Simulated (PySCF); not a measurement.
# C2HBrF2O: NMR shieldings, spin-spin couplings, relativistic core levels, part 1 of 2

Wanted: NMR shieldings, spin-spin couplings, relativistic core levels for C2HBrF2O (`O=C(Br)C(F)F`).

Computed with PySCF 2.14.0 and routines of our own; the level stands in each step. Atoms count from 0.

### Step 1. The starting structure

7 atoms, charge 0, multiplicity 1; geometry from: GFN2-xTB.

### Step 2. Relaxing the molecule at PBE0-D3(BJ)/def2-SVP

The job: settings as JSON, then the geometry in Å.

```
{"job": {"xc": "PBE0", "basis": "def2-SVP", "d3": "d3bj", "grid": 1, "maxiter": 30, "shake": 0.01, "kind": "geom"}, "charge": 0, "multiplicity": 1}
O      1.129470     1.485370     0.305940
C      0.752570     0.432300    -0.028560
Br     1.937610    -0.835070    -0.849560
C     -0.620210    -0.144850     0.053800
F     -1.437170     0.626890     0.810040
F     -0.637530    -1.367780     0.608440
H     -1.090790    -0.225950    -0.950030
```

Command:

```console
> OMP_NUM_THREADS=1 python heavy_run.py task.json out
```

This one command runs all jobs of the session in turn.

Log:

```text
step   0  E = -2924.63419046  max force = 0.050538
step   1  E = -2924.63632500  max force = 0.025387
step   2  E = -2924.63741992  max force = 0.005119
step   3  E = -2924.63772726  max force = 0.005761
step   4  E = -2924.63779611  max force = 0.001905
step   5  E = -2924.63783411  max force = 0.000413
step   6  E = -2924.63783684  max force = 0.000157
optimisation converged
```

Wall time 30 s (1 thread of Arm Neoverse V1, shared host); peak memory 0.44 GiB.

Along the way:

```csv
step,energy from step 0 (eV),largest force component (eV/Å)
0,0.0000,2.5988
1,-0.0581,1.3055
2,-0.0879,0.2632
3,-0.0962,0.2962
4,-0.0981,0.0980
5,-0.0991,0.0212
6,-0.0992,0.0081
```

Close pairs (by a distance rule), those that changed most:

```csv
bond,before (Å),after (Å),change (Å)
C1–C3,1.491,1.538,+0.046
C3–F4,1.355,1.334,-0.021
C1–Br2,1.920,1.936,+0.016
O0–C1,1.167,1.177,+0.009
C3–H6,1.112,1.105,-0.006
C3–F5,1.343,1.340,-0.003
```

The end geometry stands in the next job.

```csv
at the end point,value
point group (found at 0.08 Å tolerance),C1
"rotational constants (GHz, main isotopes)","4.638, 1.374, 1.108"
dipole moment (D),1.80
```

### Step 3. NMR shieldings: PBE0/pcJ-1 Br:dyall-v2z, spin–orbit

The job: settings as JSON, then the geometry in Å.

```
{"job": {"kind": "hnmr", "xc": "PBE0", "basis": {"default": "pcJ-1", "Br": "dyall-v2z"}, "rel": "so"}, "charge": 0, "multiplicity": 1}
O      1.225222     1.398020     0.216996
C      0.805439     0.343711    -0.094367
Br     1.883557    -1.037220    -0.917543
C     -0.657063    -0.106931     0.057142
F     -1.339078     0.858665     0.674485
F     -0.703802    -1.226080     0.792648
H     -1.096703    -0.302989    -0.937831
```

Method: PBE0/pcJ-1 Br:dyall-v2z GIAO NMR shielding, X2C with spin-orbit coupling, screened-nuclear two-electron part, Gaussian nuclei, gas phase.

Log:

```text
spin-free SCF
coarse grid: 35944 points
cycle   1  E = -2957.4281519883  dE =  9.391e-01  |g| = 1.069e+00  |ddm| = 2.425e+00
cycle   2  E = -2956.6831896791  dE =  7.450e-01  |g| = 2.301e+00  |ddm| = 1.878e+00
cycle   3  E = -2957.6149265702  dE = -9.317e-01  |g| = 2.694e-01  |ddm| = 1.465e+00
cycle   4  E = -2957.6255283548  dE = -1.060e-02  |g| = 1.512e-01  |ddm| = 3.190e-01
cycle   5  E = -2957.6293681703  dE = -3.840e-03  |g| = 2.150e-02  |ddm| = 1.061e-01
cycle   6  E = -2957.6294305246  dE = -6.235e-05  |g| = 6.661e-03  |ddm| = 1.453e-02
cycle   7  E = -2957.6294398789  dE = -9.354e-06  |g| = 1.819e-03  |ddm| = 7.848e-03
final grid: 75280 points
cycle   8  E = -2957.6296406786  dE =  7.262e-07  |g| = 2.890e-03  |ddm| = 3.693e-03
cycle   9  E = -2957.6296379014  dE =  2.777e-06  |g| = 4.858e-03  |ddm| = 5.184e-03
cycle  10  E = -2957.6296421648  dE = -4.263e-06  |g| = 6.496e-04  |ddm| = 3.060e-03
cycle  11  E = -2957.6296422386  dE = -7.381e-08  |g| = 1.709e-04  |ddm| = 5.947e-04
cycle  12  E = -2957.6296422429  dE = -4.298e-09  |g| = 5.645e-05  |ddm| = 1.337e-04
converged SCF energy = -2957.6296422429
two-component SCF
cycle   1  E = -2957.5628252069  dE = -2.958e+03  |FDS-SDF| = 2.194e+01
cycle   2  E = -2957.7075544404  dE = -1.447e-01  |FDS-SDF| = 9.660e-02
cycle   3  E = -2957.7076931634  dE = -1.387e-04  |FDS-SDF| = 4.223e-03
cycle   4  E = -2957.7077049897  dE = -1.183e-05  |FDS-SDF| = 2.046e-03
cycle   5  E = -2957.7077067220  dE = -1.732e-06  |FDS-SDF| = 1.157e-03
cycle   6  E = -2957.7077075091  dE = -7.871e-07  |FDS-SDF| = 4.367e-04
cycle   7  E = -2957.7077075675  dE = -5.839e-08  |FDS-SDF| = 2.236e-04
cycle   8  E = -2957.7077075859  dE = -1.837e-08  |FDS-SDF| = 6.034e-05
converged, E = -2957.7077075859

Field gradients (au) and densities at the nuclei (bohr^-3)
atom        Vxx        Vyy        Vzz        centre      nuclear mean
  0 O      0.2843     1.2815    -1.5658        311.481        311.471
  1 C      0.0414     0.3519    -0.3933        126.123        126.121
  2 Br    -2.6217    -4.4007     7.0225      40817.915      40758.162
  3 C      0.0579     0.3868    -0.4447        125.811        125.808
  4 F     -1.3200    -1.6052     2.9252        449.598        449.579
  5 F     -1.3326    -1.6368     2.9695        449.605        449.586
  6 H     -0.1233    -0.1259     0.2492          0.479          0.479
without picture change
  2 Br                           7.2595                     66241.561

Core orbital energies (eV)
atom   shell        mean    spread
  2 Br 1s       -13365.413   0.000
  2 Br 2s        -1754.743   0.000
  2 Br 3s         -247.757   0.000
  2 Br 4s          -22.971   0.000
  2 Br 2p1/2     -1578.364   0.000
  2 Br 2p3/2     -1531.013   0.063
  2 Br 3p1/2      -186.051   0.000
  2 Br 3p3/2      -179.110   0.215
  2 Br 3d3/2       -72.125   0.241
  2 Br 3d5/2       -71.036   0.323

Shielding tensors (ppm)
atom      isotropic    diamagn.    paramagn.     s11        s22        s33       span
  0 O      -301.36      395.14     -696.50    -778.89    -392.54     267.36    1046.25
  1 C        15.31      249.57     -234.27     -87.27      61.13      72.06     159.32
  2 Br     1942.60     2987.16    -1044.56    1031.43    1801.49    2994.89    1963.46
  3 C        71.03      238.51     -167.47      53.62      69.23      90.25      36.62
  4 F       317.42      467.67     -150.25     244.31     343.92     364.04     119.73
  5 F       327.16      467.91     -140.75     215.72     350.98     414.78     199.06
  6 H        25.79       26.39       -0.59      22.33      26.79      28.26       5.93
```

It took 1.8 min on 1 thread of Arm Neoverse V1, shared host; peak memory 1.3 GiB.

From this job:

```csv
quantity,value
energy from spin-orbit coupling,-0.0781 Eh
```

### Step 4. Spin-spin couplings: PBE0/pcJ-1 Br:dyall-v2z, spin–orbit

Settings changed since step 3:

```diff
@@ -1,2 +1,2 @@
-{"job": {"kind": "hnmr", "xc": "PBE0", "basis": {"default": "pcJ-1", "Br": "dyall-v2z"}, "rel": "so"}, "charge": 0, "multiplicity": 1}
+{"job": {"kind": "hj", "xc": "PBE0", "basis": {"default": "pcJ-1", "Br": "dyall-v2z"}, "rel": "so", "atoms": [2]}, "charge": 0, "multiplicity": 1}
 O      1.225222     1.398020     0.216996
```

Level: PBE0/pcJ-1 Br:dyall-v2z indirect spin-spin coupling, X2C with spin-orbit coupling, screened-nuclear two-electron part, Gaussian nuclei, gas phase.

Log:

```text
spin-free SCF
coarse grid: 35944 points
cycle   1  E = -2957.4281519883  dE =  9.391e-01  |g| = 1.069e+00  |ddm| = 2.425e+00
cycle   2  E = -2956.6831896791  dE =  7.450e-01  |g| = 2.301e+00  |ddm| = 1.878e+00
cycle   3  E = -2957.6149265702  dE = -9.317e-01  |g| = 2.694e-01  |ddm| = 1.465e+00
cycle   4  E = -2957.6255283548  dE = -1.060e-02  |g| = 1.512e-01  |ddm| = 3.190e-01
cycle   5  E = -2957.6293681703  dE = -3.840e-03  |g| = 2.150e-02  |ddm| = 1.061e-01
cycle   6  E = -2957.6294305246  dE = -6.235e-05  |g| = 6.661e-03  |ddm| = 1.453e-02
cycle   7  E = -2957.6294398789  dE = -9.354e-06  |g| = 1.819e-03  |ddm| = 7.848e-03
final grid: 75280 points
cycle   8  E = -2957.6296406786  dE =  7.262e-07  |g| = 2.890e-03  |ddm| = 3.693e-03
cycle   9  E = -2957.6296379014  dE =  2.777e-06  |g| = 4.858e-03  |ddm| = 5.184e-03
cycle  10  E = -2957.6296421648  dE = -4.263e-06  |g| = 6.496e-04  |ddm| = 3.060e-03
cycle  11  E = -2957.6296422386  dE = -7.381e-08  |g| = 1.709e-04  |ddm| = 5.947e-04
cycle  12  E = -2957.6296422429  dE = -4.298e-09  |g| = 5.645e-05  |ddm| = 1.337e-04
converged SCF energy = -2957.6296422429
two-component SCF
cycle   1  E = -2957.5628252069  dE = -2.958e+03  |FDS-SDF| = 2.194e+01
cycle   2  E = -2957.7075544404  dE = -1.447e-01  |FDS-SDF| = 9.660e-02
cycle   3  E = -2957.7076931634  dE = -1.387e-04  |FDS-SDF| = 4.223e-03
cycle   4  E = -2957.7077049897  dE = -1.183e-05  |FDS-SDF| = 2.046e-03
cycle   5  E = -2957.7077067220  dE = -1.732e-06  |FDS-SDF| = 1.157e-03
cycle   6  E = -2957.7077075091  dE = -7.871e-07  |FDS-SDF| = 4.367e-04
cycle   7  E = -2957.7077075675  dE = -5.839e-08  |FDS-SDF| = 2.236e-04
cycle   8  E = -2957.7077075859  dE = -1.837e-08  |FDS-SDF| = 6.034e-05
converged, E = -2957.7077075859

Indirect spin-spin couplings
  i        j     bonds      J/Hz   K/1e19 T2/J   anisotropy/Hz
  2  79Br   0  17O    2       58.88     -143.77       219.4
  2  79Br   1  13C    1     -243.03     -319.98       133.2
  2  79Br   3  13C    2       23.33       30.72        89.4
  2  79Br   4  19F    3      -15.81       -5.56      -136.7
  2  79Br   5  19F    3       12.17        4.28        97.3
  2  79Br   6   1H    3       -0.91       -0.30         9.7
```

It took 90 s on 1 thread of Arm Neoverse V1, shared host; peak memory 0.95 GiB.

Key values:

```csv
quantity,value
energy from spin-orbit coupling,-0.0781 Eh
```

### Step 5. Relativistic core levels: PBE0/pcJ-1 Br:dyall-v2z, spin–orbit

The job: settings as JSON, then the geometry in Å.

```
{"job": {"kind": "hxps", "xc": "PBE0", "basis": {"default": "pcJ-1", "Br": "dyall-v2z"}, "rel": "so", "holes": [[2, "3d"]]}, "charge": 0, "multiplicity": 1}
O      1.225222     1.398020     0.216996
C      0.805439     0.343711    -0.094367
Br     1.883557    -1.037220    -0.917543
C     -0.657063    -0.106931     0.057142
F     -1.339078     0.858665     0.674485
F     -0.703802    -1.226080     0.792648
H     -1.096703    -0.302989    -0.937831
```

Method: PBE0/pcJ-1 Br:dyall-v2z core ionisation, delta-SCF with one localised hole, X2C with spin-orbit coupling, screened-nuclear two-electron part, Gaussian nuclei, gas phase.

Log:

```text
spin-free SCF
coarse grid: 35944 points
cycle   1  E = -2957.4281519883  dE =  9.391e-01  |g| = 1.069e+00  |ddm| = 2.425e+00
cycle   2  E = -2956.6831896791  dE =  7.450e-01  |g| = 2.301e+00  |ddm| = 1.878e+00
cycle   3  E = -2957.6149265702  dE = -9.317e-01  |g| = 2.694e-01  |ddm| = 1.465e+00
cycle   4  E = -2957.6255283548  dE = -1.060e-02  |g| = 1.512e-01  |ddm| = 3.190e-01
cycle   5  E = -2957.6293681703  dE = -3.840e-03  |g| = 2.150e-02  |ddm| = 1.061e-01
cycle   6  E = -2957.6294305246  dE = -6.235e-05  |g| = 6.661e-03  |ddm| = 1.453e-02
cycle   7  E = -2957.6294398789  dE = -9.354e-06  |g| = 1.819e-03  |ddm| = 7.848e-03
final grid: 75280 points
cycle   8  E = -2957.6296406786  dE =  7.262e-07  |g| = 2.890e-03  |ddm| = 3.693e-03
cycle   9  E = -2957.6296379014  dE =  2.777e-06  |g| = 4.858e-03  |ddm| = 5.184e-03
cycle  10  E = -2957.6296421648  dE = -4.263e-06  |g| = 6.496e-04  |ddm| = 3.060e-03
cycle  11  E = -2957.6296422386  dE = -7.381e-08  |g| = 1.709e-04  |ddm| = 5.947e-04
cycle  12  E = -2957.6296422429  dE = -4.298e-09  |g| = 5.645e-05  |ddm| = 1.337e-04
converged SCF energy = -2957.6296422429
two-component SCF
cycle   1  E = -2957.5628252069  dE = -2.958e+03  |FDS-SDF| = 2.194e+01
cycle   2  E = -2957.7075544404  dE = -1.447e-01  |FDS-SDF| = 9.660e-02
cycle   3  E = -2957.7076931634  dE = -1.387e-04  |FDS-SDF| = 4.223e-03
cycle   4  E = -2957.7077049897  dE = -1.183e-05  |FDS-SDF| = 2.046e-03
cycle   5  E = -2957.7077067220  dE = -1.732e-06  |FDS-SDF| = 1.157e-03
cycle   6  E = -2957.7077075091  dE = -7.871e-07  |FDS-SDF| = 4.367e-04
cycle   7  E = -2957.7077075675  dE = -5.839e-08  |FDS-SDF| = 2.236e-04
cycle   8  E = -2957.7077075859  dE = -1.837e-08  |FDS-SDF| = 6.034e-05
converged, E = -2957.7077075859

Field gradients (au) and densities at the nuclei (bohr^-3)
atom        Vxx        Vyy        Vzz        centre      nuclear mean
  0 O      0.2843     1.2815    -1.5658        311.481        311.471
  1 C      0.0414     0.3519    -0.3933        126.123        126.121
  2 Br    -2.6217    -4.4007     7.0225      40817.915      40758.162
  3 C      0.0579     0.3868    -0.4447        125.811        125.808
  4 F     -1.3200    -1.6052     2.9252        449.598        449.579
  5 F     -1.3326    -1.6368     2.9695        449.605        449.586
  6 H     -0.1233    -0.1259     0.2492          0.479          0.479
without picture change
  2 Br                           7.2595                     66241.561

Core orbital energies (eV)
atom   shell        mean    spread
  2 Br 1s       -13365.413   0.000
  2 Br 2s        -1754.743   0.000
  2 Br 3s         -247.757   0.000
  2 Br 4s          -22.971   0.000
  2 Br 2p1/2     -1578.364   0.000
  2 Br 2p3/2     -1531.013   0.063
  2 Br 3p1/2      -186.051   0.000
  2 Br 3p3/2      -179.110   0.215
  2 Br 3d3/2       -72.125   0.241
  2 Br 3d5/2       -71.036   0.323

hole in 3d5/2 of atom 2
cycle   1  E = -2954.5255159813  dE = -2.955e+03  |FDS-SDF| = 2.205e+00
cycle   2  E = -2954.5830377804  dE = -5.752e-02  |FDS-SDF| = 2.267e+00
cycle   3  E = -2954.8689203602  dE = -2.859e-01  |FDS-SDF| = 3.775e-01
cycle   4  E = -2954.8820097842  dE = -1.309e-02  |FDS-SDF| = 2.256e-01
cycle   5  E = -2954.8908772096  dE = -8.867e-03  |FDS-SDF| = 1.856e-02
cycle   6  E = -2954.8909392800  dE = -6.207e-05  |FDS-SDF| = 6.786e-03
cycle   7  E = -2954.8909486704  dE = -9.390e-06  |FDS-SDF| = 1.971e-03
cycle   8  E = -2954.8909494280  dE = -7.576e-07  |FDS-SDF| = 6.428e-04
cycle   9  E = -2954.8909496115  dE = -1.835e-07  |FDS-SDF| = 2.232e-04
cycle  10  E = -2954.8909496660  dE = -5.441e-08  |FDS-SDF| = 1.193e-04
converged, E = -2954.8909496660

Core binding energies (eV)
atom   line    delta-SCF   -orbital   splitting
  2 Br 3d5/2      76.651      71.04     1.089
```

It took 67 s on 1 thread of Arm Neoverse V1, shared host; peak memory 1.1 GiB.

In short:

```csv
quantity,value
energy from spin-orbit coupling,-0.0781 Eh
```

(Continued in part 2 of 2.)
